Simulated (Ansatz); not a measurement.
# H2LiSiTe: the cost of one run

Program: Ansatz 0.2.0. Level of theory: UKS BHLYP-D4/def2-SVPD. These are calculated values, not measurements.

### Step 1. Starting point

Bond lengths: Li1–Te2 2.546 Å, Te2–Si3 2.451 Å, Si3–H4 1.484 Å, Si3–H5 1.485 Å. Angles: Li1–Te2–Si3 73.7°, Te2–Si3–H4 116.6°, Te2–Si3–H5 116.6°, H4–Si3–H5 102.6°.

Structure file:

```xyz
5

Li   -0.6597   -0.9119    1.7207
Te    1.6036   -1.0932    0.5692
Si    0.2602    0.4406   -0.7901
H    -0.9847   -0.1112   -1.3801
H    -0.2195    1.6757   -0.1197
```

### Step 2. End point A

Input file input.yaml:

```yaml
crystal:
  periodic: [false, false, false]
  atoms:
    - { symbol: Li, position_ang: [-0.65971, -0.91194, 1.72066] }
    - { symbol: Te, position_ang: [1.60362, -1.09319, 0.56922] }
    - { symbol: Si, position_ang: [0.26022, 0.44061, -0.79011] }
    - { symbol: H, position_ang: [-0.98466, -0.1112, -1.38006] }
    - { symbol: H, position_ang: [-0.21947, 1.67573, -0.11971] }
magnetization:
  spin_polarized: true
  initial_magnetization: 1
basis:
  gaussian: { orbitals: def2-SVPD }
hamiltonian:
  xc: { name: BHLYP }
  dispersion: d4
relax:
  f_tol: 0.015
  max_steps: 40
output:
  orbitals: {}
```

Run with:

```console
$ ansatz run input.yaml --threads 2 --pin off --max-ram 3072MiB --backend cpu --events-out ev --progress --plain --runs-dir out
```

What time and memory should one allow on 2 threads of Arm Neoverse V2, shared host?

About 71 s, with a peak of 0.26 GiB.
